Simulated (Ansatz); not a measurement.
# H6O2SSi: a reaction path by the nudged elastic band

Aim: the minimum-energy path between two given structures and its highest point. Both ends were relaxed at PBE0-D4 in triple zeta.

Program: Ansatz 0.2.0, Gaussian basis. Level of theory: PBE0-D4/def2-SVP. These are calculated values, not measurements.

22 further runs of the same task are left out: 22 set aside as unsound or not needed.

**1. Where the work starts**

The first end: 10 atoms, charge 0, spin multiplicity 1.

Atoms are counted from 1 here; the program's logs count them from 0.

Bond lengths: Si1–S2 2.338 Å, Si1–H3 1.480 Å, Si1–H4 1.483 Å, Si1–O5 1.694 Å, Si1–O7 1.942 Å, S2–H8 1.342 Å, O5–H9 0.959 Å, H6–O7 0.984 Å, O7–H10 0.966 Å. Angles: S2–Si1–H3 90.2°, S2–Si1–H4 90.3°, S2–Si1–O5 162.7°, S2–Si1–O7 78.9°, H3–Si1–H4 126.1°, H3–Si1–O5 94.1°, H3–Si1–O7 121.7°, H4–Si1–O5 100.6°, H4–Si1–O7 111.2°, O5–Si1–O7 84.6°, Si1–S2–H8 95.8°, Si1–O5–H9 115.4°, Si1–O7–H6 104.7°, Si1–O7–H10 114.6°, H6–O7–H10 115.4°.

Geometry (Å):

```
Si    0.0217   -0.5149   -0.4201
S     0.9980   -0.9821    1.6528
H     1.3595   -0.5032   -1.0537
H    -0.8660   -1.6935   -0.2755
O    -0.7293    0.2847   -1.7103
H    -0.0626    0.9672    1.4533
O    -0.6173    0.9819    0.6402
H     2.2058   -0.4816    1.3508
H    -1.6683    0.1155   -1.8085
H    -0.6417    1.8262    0.1711
```

The second end:

```mol
H6O2SSi
  3D, bonds by distance, orders not assigned

 10  8  0  0  0  0  0  0  0  0999 V2000
    0.0707   -0.0324   -1.2547 Si  0  0
   -0.3061   -0.4583    2.4998 S   0  0
   -0.0985    0.2388   -2.7010 H   0  0
    0.9890   -1.1665   -0.9929 H   0  0
   -1.4375   -0.3208   -0.6941 O   0  0
    0.4590    0.4148    1.8190 H   0  0
    0.8133    1.2329   -0.4957 O   0  0
    0.5293   -1.4766    2.2416 H   0  0
   -1.4832   -0.5407    0.2459 H   0  0
    0.4639    2.1091   -0.6678 H   0  0
  1  3  8  0
  1  4  8  0
  1  5  8  0
  1  7  8  0
  2  6  8  0
  2  8  8  0
  5  9  8  0
  7 10  8  0
M  END
```

**2. The band at PBE0-D4/def2-SVP**

neb/in.yaml reads:

```yaml
crystal:
  periodic: [false, false, false]
  atoms:
    - {symbol: Si, position_ang: [0.021721, -0.514867, -0.420129]}
    - {symbol: S, position_ang: [0.998023, -0.982101, 1.652774]}
    - {symbol: H, position_ang: [1.359506, -0.503190, -1.053705]}
    - {symbol: H, position_ang: [-0.865989, -1.693522, -0.275501]}
    - {symbol: O, position_ang: [-0.729342, 0.284725, -1.710309]}
    - {symbol: H, position_ang: [-0.062577, 0.967220, 1.453255]}
    - {symbol: O, position_ang: [-0.617299, 0.981873, 0.640210]}
    - {symbol: H, position_ang: [2.205835, -0.481625, 1.350784]}
    - {symbol: H, position_ang: [-1.668270, 0.115472, -1.808484]}
    - {symbol: H, position_ang: [-0.641707, 1.826214, 0.171104]}
basis:
  gaussian: {orbitals: def2-SVP}
hamiltonian: {xc: pbe0, dispersion: d4}
neb:
  images: 5
  climbing: true
  max_iterations: 40
  initial_path: idpp
  final_atoms:
    - {symbol: Si, position_ang: [0.070657, -0.032391, -1.254731]}
    - {symbol: S, position_ang: [-0.306118, -0.458342, 2.499757]}
    - {symbol: H, position_ang: [-0.098477, 0.238829, -2.700975]}
    - {symbol: H, position_ang: [0.989048, -1.166514, -0.992949]}
    - {symbol: O, position_ang: [-1.437494, -0.320795, -0.694087]}
    - {symbol: H, position_ang: [0.458964, 0.414760, 1.818979]}
    - {symbol: O, position_ang: [0.813306, 1.232903, -0.495677]}
    - {symbol: H, position_ang: [0.529273, -1.476646, 2.241593]}
    - {symbol: H, position_ang: [-1.483195, -0.540705, 0.245899]}
    - {symbol: H, position_ang: [0.463938, 2.109101, -0.667808]}
```

Started as:

```
$ ansatz run in.yaml --threads 4 --pin off --events-out ev --progress --plain --max-ram 9574MiB
```

Q: Predict the outcome of this session. Wanted: from earlier runs: barrier over the separately found saddle, CCSD(T)/def2-TZVPP.

As calculated:

| quantity | value |
| --- | --- |
| PBE0-D4/def2-SVP, 27 iterations | highest 0.017 eV (image 1), last end -1.224 eV |
| from earlier runs: barrier over the separately found saddle, CCSD(T)/def2-TZVPP | 0.072 eV |

In words: The highest image lies 0.017 eV above the first end, and it climbed, so it estimates the saddle. The ends are not quite minima at this level (largest force component 0.51 eV/Å), so the heights are unreliable: relaxing the first end would lower it and raise the barrier above it. The highest image is 0.055 eV below the CCSD(T) barrier in triple zeta, which comes from separate runs on the saddle.
